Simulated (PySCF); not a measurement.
# C3H5F3Si: the cost of one run

Programs: PySCF 2.14.0, with density-fitted response routines of our own. Each step states its level of theory. These are calculated values for one molecule in the gas phase, unless marked as measured. Atoms are numbered from 0 throughout.

## 1. The starting structure

12 atoms, charge 0, multiplicity 1; geometry from: GFN2-xTB. The atoms were then displaced at random by about 0.01 Å, so the start is not that level's minimum.

Bonds of the start (Å): F0–C1 1.38, C1–F2 1.35, C1–C3 1.54, C3–F4 1.39, C3–C5 1.51, C5–Si6 1.90, Si6–C3 1.89, C1–H7 1.09, C5–H8 1.07, C5–H9 1.08, Si6–H10 1.46, Si6–H11 1.44.

## 2. Geometry optimisation at PBE0-D3(BJ)/def2-SVP

Job settings and geometry (Å):

```
{"job": {"xc": "PBE0", "basis": "def2-SVP", "d3": "d3bj", "grid": 1, "shake": 0.01, "kind": "geom"}, "charge": 0, "multiplicity": 1}
F     -1.834080    -1.543050     0.251610
C     -1.507620    -0.234320    -0.022610
F     -1.659450     0.426760     1.146350
C     -0.051790    -0.141890    -0.528520
F     -0.086410    -0.384950    -1.898190
C      0.759600     1.065470    -0.108020
Si     1.448490    -0.586620     0.532790
H     -2.223760     0.176660    -0.739450
H      1.241970     1.562080    -0.919250
H      0.275700     1.765200     0.563150
H      1.141590    -0.949730     1.912150
H      2.535450    -1.183890    -0.199040
```

On the command line:

```bash
OMP_NUM_THREADS=1 python probes_run.py task.json out
```

The driver reads the jobs from task.json and runs them one after another.

**Question.** How long does this first job take on 1 thread of Arm Neoverse V1, shared host, and how much memory does it need?

About 70 s, with a peak of 0.51 GiB.
